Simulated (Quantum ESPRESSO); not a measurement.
NbTe2:

```
Nb Te
1.0
     2.09371    1.20881    6.33008
    -2.09371    1.20881    6.33008
     0.00000   -2.41761    6.33008
Nb Te
1 2
Direct
  0.00000 0.00000 0.00000
  0.25200 0.25200 0.25200
  0.74800 0.74800 0.74800
```

The cell was built by a generator and needn't be a form met in nature.

Base run:

```yaml
Program: Quantum ESPRESSO 7.5
Functional: PBEsol
Potentials_or_basis: PseudoDojo 0.4.1 SR PBEsol standard
Cutoff: 1116 eV
Density_cutoff: 4463 eV
k_mesh: 5 × 5 × 5
Occupations: gaussian, width 0.05 eV
Spin: collinear spin, ferromagnetic start
Starting_moments: "[1.0, 0.0, 0.0] μB"
Hubbard_terms: Nb d U = 3 eV
```

Its results: band gap on the k mesh none (metal or under the smearing width); pressure -2.6 GPa; net moment 1.04 μB per cell; site moments Nb +1.06; Te -0.13 μB; largest force 0.329 eV/Å.

Problem. The run is repeated on the same cell with these changes: hubbard terms from Nb d U = 3 eV to Nb d U = 4 eV. What comes out?

Solution. Band gap on the k mesh none (metal or under the smearing width); pressure -1.6 GPa; net moment 1.04 μB per cell; site moments Nb +1.08; Te -0.14 μB; largest force 0.381 eV/Å.

Caveats: the U is typed as a test and isn't derived for this compound.
